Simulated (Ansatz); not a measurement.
**F2H3NSn: small, medium and large basis sets**

One table from this session's results is given with a row withheld; the runs are named, their logs left out.

Method: one geometry, several basis sets; program: Ansatz 0.2.0, Gaussian basis.

Levels to be run: PBE0-D4/def2-SVP; ωB97M-V/def2-SVP; PBE0-D4/def2-QZVPP; ωB97M-V/def2-QZVPP; the functionals' def2-TZVPP values are taken from earlier runs.

**Structure used throughout**

An earlier PBE0-D4 in a triple-zeta def2 set relaxation fixed the geometry. Sn takes the def2 core potential; no spin-orbit term is included.

SMILES `[NH2][SnH]([F])[F]`, 7 atoms, charge 0, spin multiplicity 1.

Atoms are counted from 1 here; the program's logs count them from 0.

Bond lengths: N1–Sn2 1.989 Å, N1–H5 1.011 Å, N1–H6 1.011 Å, Sn2–F3 1.907 Å, Sn2–F4 1.907 Å, Sn2–H7 1.695 Å. Angles: Sn2–N1–H5 115.0°, Sn2–N1–H6 115.0°, H5–N1–H6 109.3°, N1–Sn2–F3 104.1°, N1–Sn2–F4 104.0°, N1–Sn2–H7 126.8°, F3–Sn2–F4 106.9°, F3–Sn2–H7 106.8°, F4–Sn2–H7 106.9°.

Set-up of the first run:

Input file in.yaml:

```yaml
crystal:
  periodic: [false, false, false]
  atoms:
    - {symbol: N, position_ang: [-0.867141, 0.938703, 0.041421]}
    - {symbol: Sn, position_ang: [0.471555, -0.530412, -0.019803]}
    - {symbol: F, position_ang: [0.874528, -0.869076, 1.812631]}
    - {symbol: F, position_ang: [-0.517641, -2.031305, -0.655163]}
    - {symbol: H, position_ang: [-0.544132, 1.794082, 0.472878]}
    - {symbol: H, position_ang: [-1.303757, 1.155108, -0.844439]}
    - {symbol: H, position_ang: [1.947988, -0.525101, -0.853226]}
basis:
  gaussian: {orbitals: def2-SVP}
hamiltonian: {xc: pbe0, dispersion: d4}
output: {orbitals: {seedname: orbitals}}
```

Among the steps run: PBE0-D4 in def2-SVP; ωB97M-V in def2-SVP; PBE0-D4 in def2-QZVPP; ωB97M-V in def2-QZVPP.

One of the session's tables, all rows but one given; the rest of the session is left out.

It belongs to the step «Density functionals: the series». 

| functional | basis | HOMO (eV) |
| --- | --- | --- |
| PBE0-D4 | def2-SVP | -8.02 |
| PBE0-D4 | def2-TZVPP | -8.26 |
| PBE0-D4 | def2-QZVPP | ? |
| ωB97M-V | def2-SVP | -10.36 |
| ωB97M-V | def2-TZVPP | -10.62 |
| ωB97M-V | def2-QZVPP | -10.66 |

Q: Estimate the row for PBE0-D4, def2-QZVPP from the others.

The run gave: HOMO (eV): -8.30. In the column «HOMO (eV)» it lies between ωB97M-V, def2-SVP (-10.36) and PBE0-D4, def2-TZVPP (-8.26).
